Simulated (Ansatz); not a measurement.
# H8N2OSi2: how energies converge with the basis set

The task here is to estimate one member of a computed series from the others.

The runs use Ansatz 0.2.0, Gaussian basis; one geometry, several basis sets.

Levels to be run: PBE0-D4/def2-SVP; ωB97M-V/def2-SVP; PBE0-D4/def2-QZVPP; ωB97M-V/def2-QZVPP; CCSD(T)/cc-pV(D+d)Z; CCSD(T)/cc-pV(T+d)Z; MP2/cc-pV(Q+d)Z; the functionals' def2-TZVPP values are taken from earlier runs.

### The geometry

The geometry comes from an earlier relaxation with PBE0-D4 in a triple-zeta def2 set; it is a stationary point, not always the lowest conformer.

13 atoms, charge 0, spin multiplicity 1.

Atoms are counted from 1 here; the program's logs count them from 0.

Bond lengths: N1–Si2 1.704 Å, N1–H6 1.007 Å, N1–H7 1.007 Å, Si2–O3 1.635 Å, Si2–H8 1.484 Å, Si2–H9 1.484 Å, O3–Si4 1.635 Å, Si4–N5 1.704 Å, Si4–H10 1.484 Å, Si4–H11 1.484 Å, N5–H12 1.007 Å, N5–H13 1.007 Å. Angles: Si2–N1–H6 121.1°, Si2–N1–H7 121.1°, H6–N1–H7 111.4°, N1–Si2–O3 114.6°, N1–Si2–H8 107.2°, N1–Si2–H9 107.1°, O3–Si2–H8 108.0°, O3–Si2–H9 108.0°, H8–Si2–H9 112.0°, Si2–O3–Si4 152.0°, O3–Si4–N5 114.6°, O3–Si4–H10 108.0°, O3–Si4–H11 108.0°, N5–Si4–H10 107.2°, N5–Si4–H11 107.2°, H10–Si4–H11 112.0°, Si4–N5–H12 121.1°, Si4–N5–H13 121.1° and more.

Set-up of the first run:

Input file in.yaml:

```yaml
crystal:
  periodic: [false, false, false]
  atoms:
    - {symbol: N, position_ang: [0.857079, 2.035970, -1.641435]}
    - {symbol: Si, position_ang: [-0.262627, 0.761396, -1.479156]}
    - {symbol: O, position_ang: [-0.155532, -0.061759, -0.071002]}
    - {symbol: Si, position_ang: [-0.608609, -1.269442, 0.933075]}
    - {symbol: N, position_ang: [0.301422, -1.374817, 2.370211]}
    - {symbol: H, position_ang: [0.737557, 2.899659, -1.138392]}
    - {symbol: H, position_ang: [1.828533, 1.853676, -1.832043]}
    - {symbol: H, position_ang: [-0.006727, -0.191256, -2.588195]}
    - {symbol: H, position_ang: [-1.619125, 1.357891, -1.559724]}
    - {symbol: H, position_ang: [-0.438608, -2.555161, 0.211239]}
    - {symbol: H, position_ang: [-2.020414, -1.033901, 1.325109]}
    - {symbol: H, position_ang: [0.168734, -0.715123, 3.118855]}
    - {symbol: H, position_ang: [1.238717, -1.741933, 2.366358]}
basis:
  gaussian: {orbitals: def2-SVP}
hamiltonian: {xc: pbe0, dispersion: d4}
output: {orbitals: {seedname: orbitals}}
```

Started as:

```bash
> ansatz run in.yaml --threads 2 --pin off --events-out ev --progress --plain --max-ram 32768MiB --backend cpu
```

Among the steps run: PBE0-D4 in def2-SVP; ωB97M-V in def2-SVP; PBE0-D4 in def2-QZVPP; ωB97M-V in def2-QZVPP.

One table of the session follows, with a row left open; its other results are not shown here.

```
functional       basis  HOMO (eV)  LUMO (eV)
   PBE0-D4    def2-SVP      -7.37       1.54
   PBE0-D4  def2-TZVPP      -7.63       0.63
   PBE0-D4  def2-QZVPP      -7.68       0.31
   ωB97M-V    def2-SVP      -9.78       3.24
   ωB97M-V  def2-TZVPP          ?          ?
   ωB97M-V  def2-QZVPP     -10.10       1.51
```

Estimate the missing values for ωB97M-V, def2-TZVPP.

As computed: HOMO (eV): -10.05; LUMO (eV): 2.03. In the column «HOMO (eV)» it lies between ωB97M-V, def2-QZVPP (-10.10) and ωB97M-V, def2-SVP (-9.78).
